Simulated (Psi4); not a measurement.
# CH5BO2 (SMILES COBO) at HF/3-21G

What is the vertical ionisation energy of CH5BO2 at HF/3-21G? 

Program for the calculation: Psi4 1.11.

1 further run of the same task is left out (set aside as unsound or not needed). Runs told in other sessions of the task aren't counted.

## (1) The system as given

CH5BO2: 9 atoms, total charge 0, spin state singlet. As SMILES, `COBO`. Geometry: relaxed at PBE0-D4/def2-TZVP. This is one conformer, not always the lowest.

Bond lengths: C1–O2 1.410 Å, O2–B3 1.356 Å, B3–O4 1.356 Å, C1–H5 1.094 Å, C1–H6 1.092 Å, C1–H7 1.092 Å, B3–H8 1.199 Å, O4–H9 0.962 Å. Some angles: C1–O2–B3 121.7°, O2–B3–O4 119.6°, O2–C1–H5 111.5°, O2–C1–H6 109.2°, O2–C1–H7 109.3°, O2–B3–H8 121.8°, O4–B3–H8 118.6°, B3–O4–H9 112.1°, H5–C1–H6 109.1°, H5–C1–H7 109.0°.

## (2) Energy and forces at HF/3-21G

The input, ch5bo2.py:

```python
import psi4

psi4.set_memory('2200 MB')
psi4.set_num_threads(1)
psi4.set_output_file('output.dat', False)

molecule = psi4.geometry("""
0 1
C      0.53252482     1.51537138    -1.99819640
O     -0.21448392     0.85944744     0.47432126
B     -0.25492405    -1.57622056     1.26914007
O     -0.99135032    -2.11365867     3.66323409
H      1.07355341    -0.15080014    -3.09461550
H      2.13803614     2.80888891    -1.90144243
H     -1.02952279     2.47081691    -2.95118529
H      0.34752063    -3.28509990    -0.08995096
H     -1.43411316    -0.61661763     4.59619188
units au
symmetry c1
""")

psi4.set_options({
    'basis': '3-21G',
    'puream': True,
    'e_convergence': 1e-09,
    'd_convergence': 1e-08,
    'scf_type': 'pk',
})

energy_value, wavefunction = psi4.gradient('scf', return_wfn=True)
psi4.oeprop(wavefunction, 'DIPOLE', 'QUADRUPOLE', 'MULLIKEN_CHARGES', title='SCF')
print('gradient / Eh bohr^-1')
print(energy_value.np.round(6))
print(f'energy = {wavefunction.energy():.10f} Eh')
```

Run with:

```
$ python ch5bo2.py
```

output.dat, shortened:

```text
[...]
  Running in c1 symmetry.
[...]
  Nuclear repulsion =  115.438950572107544
[...]
  Multiplicity = 1
[...]
  Nalpha       = 16
  Nbeta        = 16
[...]
    Number of basis functions: 46
[...]
   @RHF iter   1:  -214.01957432327271   -1.02085e+00   9.00131e-03 ADIIS/DIIS
[...]
   @RHF iter  11:  -214.09422976598640   -2.47269e-12   4.81468e-09 DIIS
[...]
    Orbital Energies [Eh]
    ---------------------
    Doubly Occupied:
       1A    -20.470228     2A    -20.459204     3A    -11.232124
       4A     -7.607727     5A     -1.391759     6A     -1.345673
       7A     -0.949077     8A     -0.749381     9A     -0.697183
      10A     -0.652311    11A     -0.643519    12A     -0.543729
      13A     -0.532264    14A     -0.523714    15A     -0.471262
      16A     -0.451689
[...]
  @RHF Final Energy:  -214.09422976598640
   => Energetics <=
    Nuclear Repulsion Energy =            115.4389505721075437
    One-Electron Energy =                -521.6246704036432220
    Two-Electron Energy =                 192.0914900655492659
    Total Energy =                       -214.0942297659863982
[...]
  -Total Gradient:
     Atom            X                  Y                   Z
    ------   -----------------  -----------------  -----------------
       1       -0.007263787393    -0.015125464803     0.026375351030
       2        0.003196820465    -0.005777870708    -0.008034793027
       3       -0.005912753688     0.024357103386     0.010910774639
       4        0.003372823061    -0.000970448408    -0.009884577834
       5        0.001813511507    -0.006738598313    -0.003259932322
       6        0.005827564642     0.005021380717     0.001169975865
       7       -0.006207174690     0.003737369082    -0.002839003883
       8        0.001803972899    -0.004133169717    -0.004258091749
       9        0.003369023197    -0.000370301235    -0.010179702719
[...]
 Multipole Moments:
 ------------------------------------------------------------------------------------
     Multipole            Electronic (a.u.)      Nuclear  (a.u.)        Total (a.u.)
 ------------------------------------------------------------------------------------
 L = 1.  Multiply by 2.5417464519 to convert [e a0] to [Debye]
 Dipole X            :         -1.0302091            1.1507181            0.1205090
 Dipole Y            :         -1.3131684            1.9946939            0.6815255
 Dipole Z            :          3.5139275           -4.0759431           -0.5620156
 Magnitude           :                                                    0.8915498
 L = 2.  Multiply by 1.3450342976 to convert [e a0^2] to [Debye ang]
 Quadrupole XX       :        -35.2514494           17.8851903          -17.3662592
 Quadrupole XY       :        -23.7898903           23.6796422           -0.1102481
[...]
  Mulliken Charges: (a.u.)
   Center  Symbol    Alpha    Beta     Spin     Total
       1     C     3.11746  3.11746  0.00000 -0.23492
       2     O     4.36180  4.36180  0.00000 -0.72360
       3     B     2.11283  2.11283  0.00000  0.77434
       4     O     4.35976  4.35976  0.00000 -0.71952
       5     H     0.40487  0.40487  0.00000  0.19026
       6     H     0.39717  0.39717  0.00000  0.20566
       7     H     0.39742  0.39742  0.00000  0.20516
       8     H     0.54824  0.54824  0.00000 -0.09648
       9     H     0.30045  0.30045  0.00000  0.39911
   Total alpha = 16.00000, Total beta = 16.00000, Total charge =  0.00000
```

On the terminal:

```text
gradient / Eh bohr^-1
[[-0.007264 -0.015125  0.026375]
 [ 0.003197 -0.005778 -0.008035]
 [-0.005913  0.024357  0.010911]
 [ 0.003373 -0.00097  -0.009885]
 [ 0.001814 -0.006739 -0.00326 ]
 [ 0.005828  0.005021  0.00117 ]
 [-0.006207  0.003737 -0.002839]
 [ 0.001804 -0.004133 -0.004258]
 [ 0.003369 -0.00037  -0.01018 ]]
energy = -214.0942297660 Eh
```

Run time: 1.8 s. Hardware: 1 thread of AMD EPYC 9R45 (Zen 5), shared host; peak memory 0.18 GiB.

## (3) The doublet cation: a single-point energy at UHF/3-21G

The input, input.in:

```
memory 2.2 GB

molecule {
  1 2
  C      0.281800     0.801900    -1.057400
  O     -0.113500     0.454800     0.251000
  B     -0.134900    -0.834100     0.671600
  O     -0.524600    -1.118500     1.938500
  H      0.568100    -0.079800    -1.637600
  H      1.131400     1.486400    -1.006200
  H     -0.544800     1.307500    -1.561700
  H      0.183900    -1.738400    -0.047600
  H     -0.758900    -0.326300     2.432200
  symmetry c1
  no_reorient
  no_com
}

set globals {
  basis 3-21G
  reference uhf
  puream true
  e_convergence 1e-09
  d_convergence 1e-08
  scf_type pk
  maxiter 100
}

E, wfn = energy("hf", return_wfn=True)
oeprop(wfn, "MULLIKEN_CHARGES", "WIBERG_LOWDIN_INDICES", "LOWDIN_CHARGES", title="HF")
print_variables()
```

Run with:

```
$ psi4 -n 1 input.in input.out
```

input.out, shortened:

```text
[...]
  Running in c1 symmetry.
[...]
  Nuclear repulsion =  115.438950461155656
[...]
  Multiplicity = 2
[...]
  Nalpha       = 16
  Nbeta        = 15
[...]
    Number of basis functions: 46
[...]
   @UHF iter   1:  -213.58955604559981   -5.90835e-01   8.69972e-03 DIIS/ADIIS
[...]
   @UHF iter  23:  -213.71751824833538   -5.96856e-13   5.86152e-09 DIIS
[...]
   @S^2 Observed:                7.823187115E-01
[...]
  @UHF Final Energy:  -213.71751824833538
   => Energetics <=
    Nuclear Repulsion Energy =            115.4389504611556561
    One-Electron Energy =                -512.0025507862335417
    Two-Electron Energy =                 182.8460820767425332
    Total Energy =                       -213.7175182483353808
  UHF NO Occupations:
  HONO-2 :   14  A 1.9987729
  HONO-1 :   15  A 1.9870626
  HONO-0 :   16  A 1.0000000
  LUNO+0 :   17  A 0.0129374
  LUNO+1 :   18  A 0.0012271
[...]
 Multipole Moments:
 ------------------------------------------------------------------------------------
     Multipole            Electronic (a.u.)      Nuclear  (a.u.)        Total (a.u.)
 ------------------------------------------------------------------------------------
 L = 1.  Multiply by 2.5417464519 to convert [e a0] to [Debye]
 Dipole X            :          6.6525072           -6.6306710            0.0218362
 Dipole Y            :          8.6414084           -7.5953762            1.0460322
 Dipole Z            :        -24.3340657           24.0159624           -0.3181033
 Magnitude           :                                                    1.0935492
[...]
  Mulliken Charges: (a.u.)
   Center  Symbol    Alpha    Beta     Spin     Total
       1     C     3.14128  3.25846 -0.11718 -0.39975
       2     O     4.63368  3.68520  0.94848 -0.31888
       3     B     2.03775  2.22703 -0.18928  0.73522
       4     O     4.39613  4.18430  0.21183 -0.58043
       5     H     0.34159  0.34060  0.00099  0.31782
       6     H     0.35234  0.28118  0.07115  0.36648
       7     H     0.35328  0.27956  0.07372  0.36716
       8     H     0.47708  0.46481  0.01227  0.05811
       9     H     0.26686  0.27886 -0.01200  0.45428
   Total alpha = 16.00000, Total beta = 15.00000, Total charge =  1.00000
[...]
```

Run time: 1.6 s. Hardware: 1 thread of AMD EPYC 9R45 (Zen 5), shared host; peak memory 0.19 GiB.

## (4) Summary of results

Level: HF/3-21G.

| quantity | value |
| --- | --- |
| singlet CH5BO2: total energy | -214.09423 Eh |
| singlet CH5BO2: dipole moment | 2.27 D |
| singlet CH5BO2: HOMO energy | -12.29 eV |
| singlet CH5BO2: LUMO energy | 5.67 eV |
| singlet CH5BO2: HOMO–LUMO gap | 17.96 eV |
| singlet CH5BO2: largest force on an atom | 1.607 eV/Å |
| doublet cation: total energy | -213.71752 Eh |
| doublet cation: HOMO energy (highest over α and β) | -19.51 eV |
| doublet cation: LUMO energy (lowest over α and β) | -8.26 eV |
| doublet cation: ⟨S²⟩ | 0.782 |
| vertical ionisation energy (to the doublet cation) | 10.251 eV |

In words: The vertical ionisation energy comes to 10.25 eV (236 kcal/mol). The largest force (singlet CH5BO2) is 1.61 eV/Å: the shape isn't a stationary point for this species at this level. The negative HOMO energy of the first species, 12.29 eV, lies 2.04 eV above that difference. Mulliken charges (doublet cation) run from -0.58 on O4 to +0.74 on B3; they depend strongly on the basis.
